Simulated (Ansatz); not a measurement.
What does this script print? It uses Ansatz 0.2.0 through its Python package.

The script, `lihpd_bands.py`:
```python
"""Bands of LiHPd along a path through the zone."""

import warnings

import ansatz as az
import numpy as np

FUNCTIONAL = "PBEsol"
VDW = "D3(BJ)"
K_SPACING = 0.52
OCCUPATIONS = "gaussian"
WIDTH_EV = 0.2
SCF_TOL = 1e-05
MAX_SCF = 150
EXTRA_BANDS = 6


def main() -> None:
    warnings.simplefilter("ignore", az.DeckWarning)

    vectors = np.array([
        [2.779467, 0.0, 0.0],
        [0.0, 2.779467, 0.0],
        [0.0, 0.0, 3.904315],
    ])
    structure = (
        az.Lattice.of(vectors)
        .atom("Li", (0.5, 0.5, 0.5))
        .atom("H", (0.5, 0.5, 0.0))
        .atom("Pd", (0.0, 0.0, 0.0))
    )

    # high-symmetry points in fractions of the reciprocal vectors
    path = [
        ("G", (0.0, 0.0, 0.0)),
        ("X", (0.0, 0.5, 0.0)),
        ("M", (0.5, 0.5, 0.0)),
        ("G", (0.0, 0.0, 0.0)),
        ("Z", (0.0, 0.0, 0.5)),
        ("R", (0.0, 0.5, 0.5)),
        ("A", (0.5, 0.5, 0.5)),
    ]
    job = (
        structure.calculation()
        .functional(FUNCTIONAL, dispersion=VDW)
        .basis(47 * az.Ry, xc_grid=3)
        .accuracy("high")
        .kpoints(spacing=K_SPACING)  # the mesh must be finer for metals
        .occupations(OCCUPATIONS, width=WIDTH_EV)
        .scf(tolerance=SCF_TOL, max_iterations=MAX_SCF, extra_bands=EXTRA_BANDS, self_checks="high")
        .band_structure([point for _, point in path], intervals=8)  # levels along the path at the converged density
        .scf(extra_bands=EXTRA_BANDS)
    )
    session = job.session()
    planned = session.plan(threads=1)
    outcome = planned.execute()
    rep = outcome.report

    print(f"free energy      {rep['free_energy_ev']:.5f} eV")
    print(f"per atom         {rep['free_energy_ev'] / len(outcome.lattice.sites):.5f} eV")
    print(f"SCF iterations   {rep['n_iterations']}  (converged: {rep['converged']})")

    bands = outcome.band_structure()
    fermi = bands.fermi_energy_ev
    print(f"zero of the bands: {fermi:.3f} eV, the Fermi level found on the SCF mesh")
    for spin, channel in enumerate(bands.channels):
        print("channel", spin, "- computed levels within 6 eV of the Fermi level")
        for i, (label, _) in enumerate(path):
            levels = channel.eigenvalues_ev[i * 8] - fermi
            print(f"  {label:3s}", " ".join(f"{e:7.3f}" for e in levels if abs(e) < 6))


if __name__ == "__main__":
    main()
```

Output of `python lihpd_bands.py`:
```text
free energy      -7127.45059 eV
per atom         -2375.81686 eV
SCF iterations   6  (converged: True)
zero of the bands: 11.476 eV, the Fermi level found on the SCF mesh
channel 0 - computed levels within 6 eV of the Fermi level
  G    -4.898  -4.283  -2.019  -2.019  -1.641   1.409   5.530
  X    -5.435  -4.950  -4.177  -3.599  -3.032  -1.829   1.055
  M    -3.456  -3.456  -2.615  -0.564   1.556   1.556   4.652
  G    -4.898  -4.283  -2.019  -2.019  -1.641   1.409   5.530
  Z    -4.862  -2.444  -2.371  -2.156  -2.156  -1.636
  R    -5.494  -4.733  -4.469  -3.004  -1.983  -1.909  -0.061   3.206
  A    -3.996  -3.996  -1.868  -0.562   4.250   4.250   4.425   5.938
```

Reading the output:
- These settings explore the input space; cutoff and mesh may be short of convergence.
- Dispersion corrections can be off by several per cent in the lattices of metals, and by several GPa in the pressure at a fixed cell.
- This cell is a computed structure, which may not be the phase found in nature.
- Gaps and levels are Kohn-Sham values on a finite set of k-points, without spin-orbit coupling.
- Run time: 2.2 s on 1 thread of Arm Neoverse V2, on a shared host, peak memory 0.37 GiB.

(Lines on the test bed's own set-up are left out of the output.)
